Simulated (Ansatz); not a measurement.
**H4NO2Y: small, medium and large basis sets**

An exercise on one series of results from a longer session: the logs are not shown, and one member is left open.

Program: Ansatz 0.2.0, Gaussian basis. Level of theory: one geometry, several basis sets. These are calculated values, not measurements.

The runs, in order: PBE0-D4/def2-SVP; ωB97M-V/def2-SVP; PBE0-D4/def2-QZVPP; ωB97M-V/def2-QZVPP; the functionals' def2-TZVPP values are taken from earlier runs.

### The relaxed structure

The geometry comes from an earlier relaxation with PBE0-D4 in a triple-zeta def2 set; it is a stationary point, not always the lowest conformer. Y takes the def2 core potential; no spin-orbit term is included.

SMILES `[NH2][Y]([OH])[OH]`, 8 atoms, charge 0, spin multiplicity 1.

Atoms are counted from 1 here; the program's logs count them from 0.

Bond lengths: N1–Y2 2.152 Å, N1–H5 1.013 Å, N1–H6 1.013 Å, Y2–O3 2.031 Å, Y2–O4 2.031 Å, O3–H7 0.952 Å, O4–H8 0.952 Å. Angles: Y2–N1–H5 126.9°, Y2–N1–H6 126.9°, H5–N1–H6 106.2°, N1–Y2–O3 116.6°, N1–Y2–O4 116.6°, O3–Y2–O4 126.8°, Y2–O3–H7 172.1°, Y2–O4–H8 172.2°.

Set-up of the first run:

File in.yaml:

```yaml
crystal:
  periodic: [false, false, false]
  atoms:
    - {symbol: N, position_ang: [-0.635541, 1.588469, -0.498166]}
    - {symbol: Y, position_ang: [0.132881, -0.330163, 0.101080]}
    - {symbol: O, position_ang: [2.085403, -0.394692, 0.655130]}
    - {symbol: O, position_ang: [-1.172285, -1.885157, 0.058255]}
    - {symbol: H, position_ang: [-1.579593, 1.797759, -0.800308]}
    - {symbol: H, position_ang: [-0.126345, 2.463543, -0.533751]}
    - {symbol: H, position_ang: [2.981061, -0.553067, 0.936536]}
    - {symbol: H, position_ang: [-1.685590, -2.686701, 0.081236]}
basis:
  gaussian: {orbitals: def2-SVP}
hamiltonian: {xc: pbe0, dispersion: d4}
output: {orbitals: {seedname: orbitals}}
```

Steps of the session up to this table: PBE0-D4 in def2-SVP; ωB97M-V in def2-SVP; PBE0-D4 in def2-QZVPP; ωB97M-V in def2-QZVPP.

One of the session's tables, all rows but one given; the rest of the session is left out.

It belongs to the step «Density functionals: the series». 

```
functional       basis  HOMO (eV)  LUMO (eV)
   PBE0-D4    def2-SVP      -6.26      -1.16
   PBE0-D4  def2-TZVPP          ?          ?
   PBE0-D4  def2-QZVPP      -6.53      -1.29
   ωB97M-V    def2-SVP      -8.59       0.13
   ωB97M-V  def2-TZVPP      -8.84      -0.06
   ωB97M-V  def2-QZVPP      -8.89      -0.19
```

**Question.** Estimate the row for PBE0-D4, def2-TZVPP.

**Answer.** HOMO (eV): -6.48; LUMO (eV): -1.26. In the column «HOMO (eV)» it lies between PBE0-D4, def2-QZVPP (-6.53) and PBE0-D4, def2-SVP (-6.26).
